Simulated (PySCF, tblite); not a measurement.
# C7H8BN: geometry, infrared bands and NMR shifts

What infrared bands and NMR shifts should C7H8BN (`C#C[BH2-][N+]#CCC#CC`) show?

The runs use tblite 0.8.0 and PySCF 2.14.0, with density-fitted response routines of our own; the level of theory stands in each step. All values are computed, except where a source is named. Atoms count from 0, in the outputs and in this text.

### Step 1. Starting geometry

17 atoms, charge 0, multiplicity 1; geometry from: force field or distance geometry start.

Bonds of the start (Å): C0–C1 1.22, C1–B2 1.55, B2–N3 1.50, N3–C4 1.17, C4–C5 1.46, C5–C6 1.46, C6–C7 1.20, C7–C8 1.47, C0–H9 1.04, B2–H10 1.18, B2–H11 1.18, C5–H12 1.14, C5–H13 1.12, C8–H14 1.13, C8–H15 1.10, C8–H16 1.12.

### Step 2. Optimising the geometry with GFN2-xTB

What the job is given:

```
{"job": {"kind": "relax", "xc": "GFN2-xTB", "basis": "xTB"}, "charge": 0, "multiplicity": 1}
C      4.751800    -0.273500     0.161000
C      3.703200    -0.464700    -0.440400
B      2.376200    -0.702800    -1.197000
N      1.361900     0.112700    -0.444200
C      0.588100     0.745900     0.169500
C     -0.370700     1.554800     0.925900
C     -1.694900     1.045700     0.590700
C     -2.791700     0.623600     0.342300
C     -4.140100     0.115200     0.042300
H      5.629200    -0.091900     0.695200
H      2.066800    -1.836900    -1.236400
H      2.471400    -0.277100    -2.289100
H     -0.172900     1.469400     2.046100
H     -0.275400     2.637500     0.658100
H     -4.872500     0.431300     0.846600
H     -4.478900     0.576100    -0.893400
H     -4.158600    -1.003700     0.012900
```

Started as:

```sh
$ OMP_NUM_THREADS=1 python probes_run.py task.json out
```

The driver reads the jobs from task.json and runs them one after another.

**Question.** This job is followed by: GFN2-xTB harmonic vibrations, gas phase; GIAO PBE0/pcSseg-1 NMR shielding, non-relativistic, gas phase. Predict these results of the whole session: strongest single infrared mode (GFN2-xTB); zero-point energy (GFN2-xTB); ¹³C shifts against TMS (PBE0/pcSseg-1); ¹H shifts against TMS (PBE0/pcSseg-1, means over atoms taken as alike); ¹¹B shifts against BF3·OEt2 (PBE0/pcSseg-1); ¹⁵N shifts against NH3 (PBE0/pcSseg-1).

The runs gave:

```
                                                              quantity                                         value
                             strongest single infrared mode (GFN2-xTB)                         2416 cm⁻¹, 175 km/mol
                                          zero-point energy (GFN2-xTB)                                 76.9 kcal/mol
                                ¹³C shifts against TMS (PBE0/pcSseg-1)  115.8, 99.5, 91.8, 88.9, 68.7, 10.8, 4.4 ppm
¹H shifts against TMS (PBE0/pcSseg-1, means over atoms taken as alike)                    3.71, 2.47, 2.09, 1.44 ppm
                           ¹¹B shifts against BF3·OEt2 (PBE0/pcSseg-1)                                     -40.2 ppm
                                ¹⁵N shifts against NH3 (PBE0/pcSseg-1)                                     232.4 ppm
```

What this shows: Relaxing lowered the energy by 0.267 eV in 25 steps; the close pair that moved most is C5–H12, from 1.141 to 1.096 Å. The lowest mode is slightly imaginary (15i cm⁻¹), a soft motion within the noise of the Hessian, so the minimum is not strictly shown. Unscaled tight-binding wavenumbers are off by several per cent, some by more. Its intensities can rank the bands wrongly. At PBE0/pcSseg-1: Shielding is most anisotropic at N3 (span 437 ppm, paramagnetic term -297 ppm).
